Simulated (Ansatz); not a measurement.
# CH₃FO₂Si: basis-set convergence

An exercise on one series of results from a longer session: the logs are not shown, and one member is left open.

Computed with Ansatz 0.2.0, Gaussian basis. Level: one geometry, several basis sets.

Levels to be run: PBE0-D4/def2-SVP; ωB97M-V/def2-SVP; PBE0-D4/def2-QZVPP; ωB97M-V/def2-QZVPP; the functionals' def2-TZVPP values are taken from earlier runs.

### The geometry

All runs share one geometry, relaxed beforehand with PBE0-D4 in a triple-zeta def2 set.

SMILES `O[Si@H]1O[C@H]1F`, 8 atoms, charge 0, spin multiplicity 1.

Atoms are counted from 1 here; the program's logs count them from 0.

Bond lengths: O1–Si2 1.621 Å, O1–H6 0.961 Å, Si2–O3 1.661 Å, Si2–C4 1.810 Å, Si2–H7 1.469 Å, O3–C4 1.441 Å, C4–F5 1.369 Å, C4–H8 1.088 Å. Angles: Si2–O1–H6 117.7°, O1–Si2–O3 120.1°, O1–Si2–C4 122.9°, O1–Si2–H7 107.2°, O3–Si2–C4 48.8°, O3–Si2–H7 117.9°, C4–Si2–H7 127.6°, Si2–O3–C4 71.0°, Si2–C4–O3 60.2°, Si2–C4–F5 118.7°, Si2–C4–H8 131.2°, O3–C4–F5 111.5°, O3–C4–H8 113.1°, F5–C4–H8 108.7°.

As a file:

```xyz
8
CH3FO2Si
O    -0.3790    1.3838    1.2309
Si    0.5748    0.3918    0.3736
O     0.2866   -1.2436    0.3719
C    -0.0585   -0.7052   -0.9190
F    -1.4091   -0.7510   -1.1376
H    -1.3266    1.2303    1.2001
H     1.9581    0.8465    0.5647
H     0.4458   -1.2098   -1.7406
```

The first run:

Contents of in.yaml:

```yaml
crystal:
  periodic: [false, false, false]
  atoms:
    - {symbol: O, position_ang: [-0.379000, 1.383848, 1.230901]}
    - {symbol: Si, position_ang: [0.574796, 0.391766, 0.373581]}
    - {symbol: O, position_ang: [0.286630, -1.243597, 0.371881]}
    - {symbol: C, position_ang: [-0.058542, -0.705150, -0.918990]}
    - {symbol: F, position_ang: [-1.409066, -0.750952, -1.137623]}
    - {symbol: H, position_ang: [-1.326649, 1.230274, 1.200122]}
    - {symbol: H, position_ang: [1.958141, 0.846546, 0.564729]}
    - {symbol: H, position_ang: [0.445791, -1.209836, -1.740602]}
basis:
  gaussian: {orbitals: def2-SVP}
hamiltonian: {xc: pbe0, dispersion: d4}
output: {orbitals: {seedname: orbitals}}
```

The run is started by

```sh
ansatz run in.yaml --threads 2 --pin off --events-out ev --progress --plain --max-ram 4352MiB
```

Steps of the session up to this table: PBE0-D4 in def2-SVP; ωB97M-V in def2-SVP; PBE0-D4 in def2-QZVPP; ωB97M-V in def2-QZVPP.

One table of the session follows, with a row left open; its other results are not shown here.

It belongs to the step «Density functionals: the series». 

| functional | basis | HOMO (eV) | LUMO (eV) |
| --- | --- | --- | --- |
| PBE0-D4 | def2-SVP | -7.40 | 0.54 |
| PBE0-D4 | def2-TZVPP | -7.55 | 0.11 |
| PBE0-D4 | def2-QZVPP | -7.60 | -0.07 |
| ωB97M-V | def2-SVP | -9.66 | 2.46 |
| ωB97M-V | def2-TZVPP | -9.83 | 1.85 |
| ωB97M-V | def2-QZVPP | ? | ? |

Estimate the missing values for ωB97M-V, def2-QZVPP.

**Answer.** HOMO (eV): -9.89; LUMO (eV): 1.43. In the column «HOMO (eV)» it is the lowest.
